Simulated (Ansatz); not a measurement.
# OsCl4 (Cmmm): one cell, many starting occupations (series 2), part 1 of 2

Aim: start the open shells of OsCl4 (Cmmm) from different occupation matrices at one fixed cell, and see in which states the SCF ends. Cell and atoms stay fixed.

Method: DFT PBEsol+U (U = 2 eV, J = 0.9 eV on Os d), plane waves, PAW, no spin–orbit coupling unless a run says so, in Ansatz 0.2.0.

## 1. The starting structure

It takes space group Cmmm (No. 65, orthorhombic). The conventional cell has a = 7.929 Å, b = 8.326 Å, c = 3.560 Å, α = 90.00°, β = 90.00°, γ = 90.00°. Os (site symmetry mmm) is surrounded by 6 Cl at 2.26 to 2.38 Å. Around Cl (site symmetry m2m) lie 2 Os at 2.38 Å. Around Cl (site symmetry 2mm) lie 1 Os at 2.26 Å.

Structure file:

```xyz
5
Lattice="3.9645 -4.1630 0.0000 3.9645 4.1630 0.0000 0.0000 0.0000 3.5600" Properties=species:S:1:pos:R:3 pbc="T T T"
Os    0.0000    0.0000    0.0000
Cl    3.9645   -2.5861    1.7800
Cl    3.9645    2.5861    1.7800
Cl    2.2614    0.0000    0.0000
Cl    5.6676    0.0000    0.0000
```

Magnetic order typed: ferromagnetic.

The runs: random orbitals: single harmonics, second filling; random orbitals: fully mixed, first filling; random orbitals: single harmonics, first filling; random orbitals: fully mixed, one electron fewer; random orbitals: drawn by pairs, first filling.

An earlier series on this cell reached its lowest free state from «random orbitals: drawn by pairs, first filling», perhaps among other starts.

## 2. Random orbitals: single harmonics, second filling

input.yaml reads:

```yaml
crystal:
  lattice:
    - [3.9645, -4.163, 0.0]
    - [3.9645, 4.163, 0.0]
    - [0.0, 0.0, 3.56]
  atoms:
    - { symbol: Os, position: [0.0, 0.0, 0.0], spin: 2.0 }
    - { symbol: Cl, position: [0.8106, 0.1894, 0.5] }
    - { symbol: Cl, position: [0.1894, 0.8106, 0.5] }
    - { symbol: Cl, position: [0.2852, 0.2852, 0.0] }
    - { symbol: Cl, position: [0.7148, 0.7148, 0.0] }
basis:
  ecutwfc: 420
  ecutrho_ratio: 4
kpoints:
  mp_grid: { grid: [4, 4, 5] }
hamiltonian:
  xc: pbesol
  hubbard:
    sites:
      - { site: 0, l: d, u: 2.0, j: 0.9, starting_ns: [{ spin: up, occupation_matrix: s0up }, { spin: down, occupation_matrix: s0down }] }
    occupation_matrices:
      s0up:
        matrix:
          - [0.97, 0.0, 0.0, 0.0, 0.0]
          - [0.0, 0.02, 0.0, 0.0, 0.0]
          - [0.0, 0.0, 0.02, 0.0, 0.0]
          - [0.0, 0.0, 0.0, 0.97, 0.0]
          - [0.0, 0.0, 0.0, 0.0, 0.97]
      s0down:
        matrix:
          - [0.02, 0.0, 0.0, 0.0, 0.0]
          - [0.0, 0.97, 0.0, 0.0, 0.0]
          - [0.0, 0.0, 0.02, 0.0, 0.0]
          - [0.0, 0.0, 0.0, 0.02, 0.0]
          - [0.0, 0.0, 0.0, 0.0, 0.02]
    ns_hold: until_converged
scf:
  occupations: { method: gaussian, width: 0.05 }
  lower_state_search: "off"
  max_iter: 150
output:
  forces: true
  stress: true
  eigenvalues: true
  populations: true
  hubbard: { sites: [{ site: 0, l: d }] }
magnetization:
  spin_polarized: true
```

The typed matrices put 0.97 on the chosen orbitals and 0.02 on the others, and are held until the SCF converges, then released.

Run with:

```
> ansatz run input.yaml --threads 4 --pin off --max-ram 6144MiB --backend cpu --events-out ev --progress --plain --runs-dir out
```

Output (excerpt; [...] marks lines left out):

```text
Warning: RAYON_NUM_THREADS=4 ignored (pool sized by the plan → 4); use --threads N
Os: projections on atomic orbitals take those of the free atom [Kr 4d10 4f14] 5s2 5p6 5d6 6s2, of charge +0.00 (hamiltonian.pseudopotentials.projection_atoms); the dataset's partial waves leave at most 7.8e-5 of an orbital's norm unspanned inside its sphere
Cl: projections on atomic orbitals take those of the free atom [Ne] 3s2 3p5, of charge +0.00 (hamiltonian.pseudopotentials.projection_atoms); the dataset's partial waves leave at most 2.1e-7 of an orbital's norm unspanned inside its sphere
[...]
Pseudopotentials: kind: paw
Pseudopotential: Os, paw, valence charge 16, recommended cutoff 420 eV (normal), Os.paw.azcp
Pseudopotential: Cl, paw, valence charge 7, recommended cutoff 420 eV (normal), Cl.paw.azcp
Functional definition: PBEsol
[...]
Crystal: 5 atoms, lattice volume = 117.510 Å³
Basis set: ecut = 420 eV, 2303 PW (Γ), exchange–correlation on 80×80×48 points (8 copies of the dense FFT grid, shifted against one another)
Bands: 28, of which v1, the nominal top of the filled ones, is band 22 counted from 1 (21 counted from 0)
Symmetry: 8 space group operations
Space group: Cmmm (ITA 65), of the structure as read, at distance tolerance 4.9e-5 Å
Magnetic group: BNS 65.481 (UNI 579), of the structure as read, at distance tolerance 4.9e-5 Å
k-points: 21 of 80
[...]
Starting moments: Σ|m| = 2 μB on 1 of 5 sites
[...]
WARN: hamiltonian.hubbard: on 2 of 2 specified blocks the occupation matrix of this SCF's result fails the test of the specified filling. At site 0 ↑ (sites count from 0 in the list of atoms of the cell that this SCF solves) the least filled combination of the orbitals specified full has [...]
  atom   2  Cl    -0.00000000    -0.36945999     0.00000000
  atom   3  Cl     0.00000000     0.36945999     0.00000000
  atom   4  Cl    -0.13490497    -0.00000000     0.00000000
  atom   5  Cl     0.13490497     0.00000000     0.00000000
[...]
--- Stress (GPa, compression-positive) ---
       -0.250957      -0.000000       0.000000
       -0.000000      -0.966885      -0.000000
        0.000000      -0.000000      -0.422987
  P = ⅓ Tr σ = -0.5469 GPa (-5.469 kbar)
--- Band table (eV; the first three rows and the last of 42) ---
[... band rows left out ...]
[...]
Occupation matrices written to <dir>
--- Löwdin populations: 5 sites ---
  site symbol       q [e]    m [muB]
     0     Os     15.0782     0.0377
     1     Cl      7.1085    -0.0123
     2     Cl      7.1085    -0.0123
     3     Cl      7.2282    -0.0075
     4     Cl      7.2282    -0.0075
  spilling = 0.005643 (of n_electrons = 44.000000)
--- Occupation matrices: 1 shell (run DFT+U table (all-electron-ortho-atomic); ε = 1.16e-3) ---
  Os0 d_5D: site group D2h (mmm)
  Os0 d_5D up     Tr n = 3.2688  λ = 0.384 0.421 0.511 0.967 0.986  [xz 1.00 (T2g 1.00) B2g(1.00) | yz 1.00 (Eg 1.00) B3g(1.00) | x2-y2 0.75 (Eg 1.00) Ag(1.00) | z2 0.75 (T2g 1.00) Ag(1.00) | xy 1.00 (T2g 1.00) B1g(1.00)]
  Os0 d_5D dn     Tr n = 3.2327  λ = 0.350 0.419 0.509 0.969 0.986  [xy 1.00 (T2g 1.00) B1g(1.00) | yz 1.00 (Eg 1.00) B3g(1.00) | x2-y2 0.68 (Eg 0.99) Ag(1.00) | z2 0.68 (T2g 0.99) Ag(1.00) | xz 1.00 (T2g 1.00) B2g(1.00)]
  specified occupation → Os0 d_5D up: matrix, ‖Δ‖_F = 0.7103, Tr Δ = -0.3188, displaced = 0.6216, d_λ = 0.7103; orbital distance = 0.0000
  specified occupation → Os0 d_5D dn: matrix, ‖Δ‖_F = 1.1869, Tr Δ = -2.1827, displaced = 1.0913, d_λ = 1.1869; orbital distance = 0.0000
  Tr n, λ and their labels are of the run-group-symmetrised matrices; stabiliser: 8 of 16 elements of G0×{1,Θ} (closed), max defect 1.9e-15 at τ = 2.5e-4
```

Run time: 6.2 s. Hardware: 4 threads of Arm Neoverse V2, shared host; peak memory 0.52 GiB.

It ends with a gap on the mesh of 0.40 eV, pressure -0.5 GPa, no moment over 0.05 μB in any sphere, largest force component 0.37 eV/Å, 8 symmetry operations imposed. The program reports that the typed filling wasn't kept.

The shells' filling, with natural orbitals sorted by occupation:

```tsv
shell	channel	electrons	over 0.8	0.2 to 0.8	under 0.2
Os 5d (atom 1)	up	3.27	2	3	0
Os 5d (atom 1)	down	3.23	2	3	0
```

## 3. Random orbitals: fully mixed, first filling

input.yaml, as its differences from that of step 2:

```diff
@@ -6,3 +6,3 @@
   atoms:
-    - { symbol: Os, position: [0.0, 0.0, 0.0], spin: 2.0 }
+    - { symbol: Os, position: [0.0, 0.0, 0.0], spin: 4.0 }
     - { symbol: Cl, position: [0.8106, 0.1894, 0.5] }
@@ -24,7 +24,7 @@
         matrix:
-          - [0.97, 0.0, 0.0, 0.0, 0.0]
-          - [0.0, 0.02, 0.0, 0.0, 0.0]
-          - [0.0, 0.0, 0.02, 0.0, 0.0]
-          - [0.0, 0.0, 0.0, 0.97, 0.0]
-          - [0.0, 0.0, 0.0, 0.0, 0.97]
+          - [0.86675, -0.11263, -0.14705, 0.17208, 0.15331]
+          - [-0.11263, 0.84713, -0.16042, 0.18772, 0.16725]
+          - [-0.14705, -0.16042, 0.76056, 0.24508, 0.21835]
+          - [0.17208, 0.18772, 0.24508, 0.6832, -0.25551]
+          - [0.15331, 0.16725, 0.21835, -0.25551, 0.74236]
       s0down:
@@ -32,3 +32,3 @@
           - [0.02, 0.0, 0.0, 0.0, 0.0]
-          - [0.0, 0.97, 0.0, 0.0, 0.0]
+          - [0.0, 0.02, 0.0, 0.0, 0.0]
           - [0.0, 0.0, 0.02, 0.0, 0.0]
@@ -36,3 +36,3 @@
           - [0.0, 0.0, 0.0, 0.0, 0.02]
-    ns_hold: until_converged
+    ns_hold: { iters: 12 }
 scf:
```

The typed matrices are held for 12 cycles.

Run with:

```
> ansatz run input.yaml --threads 4 --pin off --max-ram 6144MiB --backend cpu --events-out ev --progress --plain --runs-dir out
```

Output (excerpt; [...] marks lines left out):

```text
Warning: crystal.symmetry: narrowed to the stabiliser of the occupation matrices — unitary ops 8 → 2; lowered by the specified shell (site 0, l: d); largest admitted image defect 4.4e-16, smallest excluded 4.9e-1 — at a splitting's scale: the group the occupation matrices' own texture admits
Warning: RAYON_NUM_THREADS=4 ignored (pool sized by the plan → 4); use --threads N
Os: projections on atomic orbitals take those of the free atom [Kr 4d10 4f14] 5s2 5p6 5d6 6s2, of charge +0.00 (hamiltonian.pseudopotentials.projection_atoms); the dataset's partial waves leave at most 7.8e-5 of an orbital's norm unspanned inside its sphere
Cl: projections on atomic orbitals take those of the free atom [Ne] 3s2 3p5, of charge +0.00 (hamiltonian.pseudopotentials.projection_atoms); the dataset's partial waves leave at most 2.1e-7 of an orbital's norm unspanned inside its sphere
[...]
Pseudopotentials: kind: paw
Pseudopotential: Os, paw, valence charge 16, recommended cutoff 420 eV (normal), Os.paw.azcp
Pseudopotential: Cl, paw, valence charge 7, recommended cutoff 420 eV (normal), Cl.paw.azcp
Functional definition: PBEsol
[...]
Crystal: 5 atoms, lattice volume = 117.510 Å³
[...]
WARN: hamiltonian.hubbard: on 2 of 2 specified blocks the occupation matrix of this SCF's result fails the test of the specified filling. At site 0 ↑ (sites count from 0 in the list of atoms of the cell that this SCF solves) the least filled combination of the orbitals specified full has [...]
  P = ⅓ Tr σ = -0.4349 GPa (-4.349 kbar)
--- Band table (eV; the first three rows and the last of 84) ---
[...]
Occupation matrices written to <dir>
--- Löwdin populations: 5 sites ---
  site symbol       q [e]    m [muB]
     0     Os     15.0660     1.3042
     1     Cl      7.1107     0.0635
     2     Cl      7.1107     0.0635
     3     Cl      7.2323     0.2781
     4     Cl      7.2323     0.2781
  spilling = 0.005639 (of n_electrons = 44.000000)
--- Occupation matrices: 1 shell (run DFT+U table (all-electron-ortho-atomic); ε = 3.00e-3) ---
  Os0 d_5D: site group D2h (mmm)
  Os0 d_5D up     Tr n = 3.8891  λ = 0.433 0.509 0.971 0.988 0.988  [yz 1.00 (Eg 1.00) B3g(1.00) | x2-y2 0.72 (Eg 1.00) Ag(1.00) | z2 0.72 (T2g 1.00) Ag(1.00) | 2× xz 0.50 (T2g 1.00) B2g(0.50)]
  Os0 d_5D dn     Tr n = 2.5996  λ = 0.340 0.372 0.407 0.515 0.965  [xy 1.00 (T2g 1.00) B1g(1.00) | xz 1.00 (T2g 1.00) B2g(1.00) | yz 1.00 (Eg 1.00) B3g(1.00) | x2-y2 0.72 (Eg 1.00) Ag(1.00) | z2 0.72 (T2g 1.00) Ag(1.00)]
  specified occupation → Os0 d_5D up: matrix, ‖Δ‖_F = 0.9120, Tr Δ = +0.0109, displaced = 0.7410, d_λ = 0.6196; orbital distance = 1.2486
  specified occupation → Os0 d_5D dn: matrix, ‖Δ‖_F = 1.2308, Tr Δ = -2.4996, displaced = 1.2498, d_λ = 1.2308; orbital distance = 0.0000
  Tr n, λ and their labels are of the run-group-symmetrised matrices; stabiliser: 8 of 16 elements of G0×{1,Θ} (closed), max defect 3.3e-5 at τ = 6.4e-4
```

Run time: 13 s. Hardware: 4 threads of Arm Neoverse V2, shared host; peak memory 0.62 GiB.

It ends with a gap on the mesh of 0.68 eV, pressure -0.4 GPa, moments in spheres Os 0.99; Cl 0.19 μB, largest force component 0.36 eV/Å, 2 symmetry operations imposed. The program reports that the typed filling wasn't kept.

How the shells are filled (orbitals counted by the eigenvalues of the occupation matrices):

```tsv
shell	channel	electrons	over 0.8	0.2 to 0.8	under 0.2
Os 5d (atom 1)	up	3.89	3	2	0
Os 5d (atom 1)	down	2.60	1	4	0
```

(Continued in part 2 of 2.)
